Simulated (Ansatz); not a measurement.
**Zn2C: a single-point run**

Aim: a sound single-point run of Zn2C. The structure is shown as the input types it. The cell is built on a prototype (antifluorite) and needn't be the phase found in nature.

Computed with Ansatz 0.2.0 (density functional or hybrid calculation with the settings of its input, plane waves (as first typed), unless a step's input says otherwise).

10 further runs of the same task are left out: 2 for a known fault of the program, 7 that didn't finish, 1 set aside as unsound or not needed.

## (1) Starting point

It takes space group Fm-3m (No. 225, cubic). Conventional cell: a = 5.156 Å, b = 5.156 Å, c = 5.156 Å, α = 90.00°, β = 90.00°, γ = 90.00°. C (site symmetry m-3m) is surrounded by 8 Zn at 2.23 Å. Zn (site symmetry -43m) is surrounded by 4 C at 2.23 Å.

Coordinates:

```xyz
3
Lattice="0.0000 2.5779 2.5779 2.5779 0.0000 2.5779 2.5779 2.5779 0.0000" Properties=species:S:1:pos:R:3 pbc="T T T"
C     0.0000    0.0000    0.0000
Zn    1.2890    1.2890    1.2890
Zn    3.8669    3.8669    3.8669
```

## (2) The calculation

input.yaml

```yaml
crystal:
  lattice:
    - [0.0, 2.5779490272, 2.5779490272]
    - [2.5779490272, 0.0, 2.5779490272]
    - [2.5779490272, 2.5779490272, 0.0]
  atoms:
    - { symbol: C, position: [0.0, 0.0, 0.0] }
    - { symbol: Zn, position: [0.25, 0.25, 0.25] }
    - { symbol: Zn, position: [0.75, 0.75, 0.75] }
kpoints:
  mp_grid: { grid: [6, 6, 6] }
hamiltonian:
  xc: r2scan
scf:
  occupations: { method: fermi_dirac, width: 0.02 }
  n_extra_bands: 4
  max_iter: 55
output:
  forces: true
  stress: true
  eigenvalues: true
basis:
  ecutwfc: 160
```

Command:

```sh
> ansatz run input.yaml --threads 4 --pin off --max-ram 3686MiB --backend cpu --events-out ev --progress --plain --runs-dir out
```

**Question.** How will this run end, and is anything wrong with its input?

The program finished normally, with warnings (cutoff below recommended). It gives a pressure of 16 GPa, which is large; a structure far from rest gives such values too, whatever the setting.

In the input, basis.ecutwfc is 160. The basis cutoff is far too low: the plane waves can't represent the orbitals near the cores. The potentials' recommended cutoff is 500 eV.

Run again and compare: delete basis.ecutwfc (the default then holds).
